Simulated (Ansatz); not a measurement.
# CH6NOSi: the cost of one run

Program: Ansatz 0.2.0 through its Python package. The levels of theory stand in the script. These are calculated values, not measurements.

### Step 1. Starting point

Bond lengths: C1–O2 1.370 Å, O2–Si3 1.633 Å, Si3–N4 1.795 Å, C1–H5 1.147 Å, C1–H6 1.055 Å, C1–H7 1.131 Å, Si3–H8 1.464 Å, N4–H9 1.033 Å, N4–H10 0.979 Å. Angles: C1–O2–Si3 116.8°, O2–C1–H5 108.5°, O2–C1–H6 116.8°, O2–C1–H7 110.6°, H5–C1–H6 106.7°, H5–C1–H7 103.9°, H6–C1–H7 109.5°, O2–Si3–N4 103.1°, O2–Si3–H8 110.7°, N4–Si3–H8 103.2°, Si3–N4–H9 102.5°, Si3–N4–H10 103.3°, H9–N4–H10 108.5°.

The script holds or builds the structure itself.

### Step 2. Script

Input file run_methods.py:

```python
import warnings

import ansatz as az

warnings.simplefilter("ignore", az.DeckWarning)

geometry = (
    az.Crystal.molecule()
    .atom("C", [-1.5318, -0.2643, -0.5803])
    .atom("O", [-0.1665, -0.1642, -0.6233])
    .atom("Si", [0.6413, -0.5086, 0.7532])
    .atom("N", [2.2768, 0.1631, 0.4426])
    .atom("H", [-1.9503, 0.0232, -1.6084])
    .atom("H", [-1.9322, -1.2115, -0.345])
    .atom("H", [-1.9661, 0.5131, 0.1174])
    .atom("H", [0.1484, 0.3125, 1.8606])
    .atom("H", [2.1086, 1.182, 0.4708])
    .atom("H", [2.4548, -0.0964, -0.4847])
)

setup = geometry.calculation().basis(gaussian="cc-pVDZ").spin("collinear", total=1).accuracy("high")

methods = ["mp2", "ccsd", "ccsd_t"]
reports = [setup.correlation(m).run().report for m in methods]
print(f"Hartree-Fock reference {reports[0]['reference_energy_ev'] / 27.211386246:.6f} Ha")
best = reports[-1]["free_energy_ev"] - reports[-1]["reference_energy_ev"]
for method, each in zip(methods, reports):
    gained = each["free_energy_ev"] - each["reference_energy_ev"]
    print(f"{method:8s} total {each['free_energy_ev'] / 27.211386246:.6f} Ha  correlation {gained:9.4f} eV  ({100 * gained / best:.1f} % of the last)")
```

### Step 3. The input behind the calls

The engine receives this input (first run):

```yaml
crystal:
  periodic: [false, false, false]
  atoms:
    - { symbol: C, position_ang: [-1.5318, -0.2643, -0.5803] }
    - { symbol: O, position_ang: [-0.1665, -0.1642, -0.6233] }
    - { symbol: Si, position_ang: [0.6413, -0.5086, 0.7532] }
    - { symbol: "N", position_ang: [2.2768, 0.1631, 0.4426] }
    - { symbol: H, position_ang: [-1.9503, 0.0232, -1.6084] }
    - { symbol: H, position_ang: [-1.9322, -1.2115, -0.345] }
    - { symbol: H, position_ang: [-1.9661, 0.5131, 0.1174] }
    - { symbol: H, position_ang: [0.1484, 0.3125, 1.8606] }
    - { symbol: H, position_ang: [2.1086, 1.182, 0.4708] }
    - { symbol: H, position_ang: [2.4548, -0.0964, -0.4847] }
accuracy: high
basis:
  gaussian:
    orbitals: cc-pVDZ
magnetization:
  spin_polarized: true
  initial_magnetization: 1.0
correlation:
  method: mp2
```

### Step 4. The run

The run is started by

```bash
$ python run_methods.py
```

**Question.** How long does this script take on 1 thread of Arm Neoverse V1, shared host, and how much memory does it need?

About 2.8 min, with a peak of 1.2 GiB.
